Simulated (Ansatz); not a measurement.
# GaHCl2 + H2O: a complex and its separated parts

The complex below is one end of an elementary step. How strongly is it bound against its free parts?

Method: PBE0-D4/def2-TZVP structures, single points in def2-TZVPP, no counterpoise correction; program: Ansatz 0.2.0, Gaussian basis.

Levels: SPW92, PBE-D4, BLYP-D4, r2SCAN-D4, B97M-V, PBE0-D4, B3LYP-D4, r2SCAN0-D4, BHLYP-D4, CAM-B3LYP-D4, wB97X-V, wB97M-V, B2PLYP, PBE-QIDH, RPA on PBE, Hartree-Fock, MP2, CCSD, CCSD(T).

Cores are frozen in the correlated methods. Filled d shells of the heavier atoms are correlated. B3LYP uses VWN-RPA correlation. B2PLYP carries no dispersion term here.

95 further runs of the same task are left out: 1 that didn't finish, 94 set aside as unsound or not needed.

## (1) The system as given

The complex: 7 atoms, charge 0, spin multiplicity 1.

Atoms are counted from 1 here; the program's logs count them from 0.

Bond lengths: Ga1–H2 1.553 Å, Ga1–Cl3 2.148 Å, Ga1–Cl4 2.179 Å, Ga1–O6 2.121 Å, H5–O6 0.964 Å, O6–H7 0.967 Å. Angles: H2–Ga1–Cl3 121.6°, H2–Ga1–Cl4 119.7°, H2–Ga1–O6 101.2°, Cl3–Ga1–Cl4 113.1°, Cl3–Ga1–O6 100.8°, Cl4–Ga1–O6 91.3°, Ga1–O6–H5 114.4°, Ga1–O6–H7 104.5°, H5–O6–H7 107.2°.

As a file:

```
atom     x (Å)     y (Å)     z (Å)
 Ga1   0.52833  -0.49205  -0.55301
  H2   1.55804   0.50203  -1.15580
 Cl3  -0.82092  -1.60689  -1.79801
 Cl4   0.96283  -1.48320   1.33775
  H5  -0.49889   1.74587   0.47304
  O6  -0.82019   0.84042   0.39860
  H7  -0.90919   0.49363   1.29734
```

Its parts: GaHCl2 holds atoms 1, 2, 3, 4; H2O holds atoms 5, 6, 7. Each part counts its atoms afresh in its own runs.

## (2) Relaxing GaHCl2 alone

relax-a/in.yaml

```yaml
crystal:
  periodic: [false, false, false]
  atoms:
    - {symbol: Ga, position_ang: [0.528325, -0.492054, -0.553009]}
    - {symbol: H, position_ang: [1.558037, 0.502032, -1.155801]}
    - {symbol: Cl, position_ang: [-0.820922, -1.606891, -1.798010]}
    - {symbol: Cl, position_ang: [0.962825, -1.483196, 1.337748]}
basis:
  gaussian: {orbitals: def2-TZVP}
hamiltonian: {xc: pbe0, dispersion: d4}
relax: {f_tol: 0.005, max_steps: 200}
```

On the command line:

```sh
> ansatz run in.yaml --threads 4 --pin off --events-out ev --progress --plain --max-ram 9574MiB
```

The runs that follow: Relaxing H2O alone; SPW92/def2-TZVPP; PBE-D4/def2-TZVPP; BLYP-D4/def2-TZVPP; r2SCAN-D4/def2-TZVPP; B97M-V/def2-TZVPP; PBE0-D4/def2-TZVPP; B3LYP-D4/def2-TZVPP; r2SCAN0-D4/def2-TZVPP; BHLYP-D4/def2-TZVPP; CAM-B3LYP-D4/def2-TZVPP; wB97X-V/def2-TZVPP; wB97M-V/def2-TZVPP; B2PLYP/def2-TZVPP; PBE-QIDH/def2-TZVPP; RPA on PBE/def2-TZVPP; CCSD(T)/def2-TZVPP; Vibrations of GaHCl2; Vibrations of H2O.

What does the calculation give? Wanted: complex less parts, CCSD(T)/def2-TZVPP; with zero-point energy; largest T1 diagnostic.

As calculated:

| quantity | value |
| --- | --- |
| complex less parts, CCSD(T)/def2-TZVPP | -78.4 kJ/mol |
| with zero-point energy | -68.6 kJ/mol |
| largest T1 diagnostic | 0.011 |

**Reading.** At CCSD(T) the complex lies 78.4 kJ/mol below its parts. The functionals run from B97M-V, off by -0.1 kJ/mol, to SPW92, off by -19.7 kJ/mol, against CCSD(T). By rung, the mean size of the error is: LDA 19.7, GGA 8.2, meta-GGA 1.9, hybrid 3.4, range-separated hybrid 1.1, double hybrid 4.8 kJ/mol. PBE-D4 gives a relative energy 5.2 kJ/mol too high, outside chemical accuracy (1 kcal/mol, 4.2 kJ/mol). No counterpoise was applied, and triple zeta lacks some correlation, so the CCSD(T) reference has a basis error of its own, and close matches with it are partly luck.
